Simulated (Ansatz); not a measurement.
**BClH6Si2: basis-set convergence**

Aim: see how fast density functionals converge with the basis set for BClH6Si2.

The runs use Ansatz 0.2.0, Gaussian basis; one geometry, several basis sets.

Levels to be run: PBE0-D4/def2-SVP; ωB97M-V/def2-SVP; PBE0-D4/def2-QZVPP; ωB97M-V/def2-QZVPP; the functionals' def2-TZVPP values are taken from earlier runs.

## Step 1: The relaxed structure

All runs share one geometry, relaxed beforehand with PBE0-D4 in a triple-zeta def2 set.

10 atoms, charge 0, spin multiplicity 1.

Atoms are counted from 1 here; the program's logs count them from 0.

Bond lengths: Si1–Si2 2.348 Å, Si1–H5 1.488 Å, Si1–H6 1.487 Å, Si1–H7 1.487 Å, Si2–B3 2.005 Å, Si2–H8 1.489 Å, Si2–H9 1.490 Å, B3–Cl4 1.741 Å, B3–H10 1.194 Å. Angles: Si2–Si1–H5 110.1°, Si2–Si1–H6 110.6°, Si2–Si1–H7 109.7°, H5–Si1–H6 108.8°, H5–Si1–H7 108.7°, H6–Si1–H7 109.0°, Si1–Si2–B3 105.8°, Si1–Si2–H8 108.6°, Si1–Si2–H9 108.4°, B3–Si2–H8 112.3°, B3–Si2–H9 112.0°, H8–Si2–H9 109.5°, Si2–B3–Cl4 120.0°, Si2–B3–H10 123.7°, Cl4–B3–H10 116.1°.

## Step 2: PBE0-D4 in def2-SVP

in.yaml reads:

```yaml
crystal:
  periodic: [false, false, false]
  atoms:
    - {symbol: Si, position_ang: [-1.288781, 0.809980, 0.628278]}
    - {symbol: Si, position_ang: [0.543972, -0.654929, 0.528775]}
    - {symbol: B, position_ang: [1.364224, -0.383289, -1.280359]}
    - {symbol: Cl, position_ang: [0.797352, -1.308034, -2.642291]}
    - {symbol: H, position_ang: [-0.833432, 2.211549, 0.425497]}
    - {symbol: H, position_ang: [-1.965035, 0.712865, 1.949473]}
    - {symbol: H, position_ang: [-2.264368, 0.466861, -0.440367]}
    - {symbol: H, position_ang: [0.051169, -2.046259, 0.722167]}
    - {symbol: H, position_ang: [1.486526, -0.304700, 1.627860]}
    - {symbol: H, position_ang: [2.191475, 0.444855, -1.516032]}
basis:
  gaussian: {orbitals: def2-SVP}
hamiltonian: {xc: pbe0, dispersion: d4}
output: {orbitals: {seedname: orbitals}}
```

On the command line:

```
> ansatz run in.yaml --threads 2 --pin off --events-out ev --progress --plain --max-ram 4352MiB
```

Further steps of the session: ωB97M-V in def2-SVP; PBE0-D4 in def2-QZVPP; ωB97M-V in def2-QZVPP.

Q: Predict the results of all the runs planned. Wanted: PBE0-D4: double and triple zeta above quadruple; ωB97M-V: double and triple zeta above quadruple.

The runs gave:

| quantity | value |
| --- | --- |
| PBE0-D4: double and triple zeta above quadruple | 11.49, 0.94 eV |
| ωB97M-V: double and triple zeta above quadruple | 11.51, 0.88 eV |

For PBE0-D4 the step from double to triple zeta gains 10.56 eV and the next only 0.94 eV. Total energies overstate the basis error of differences, where much of it tends to cancel.
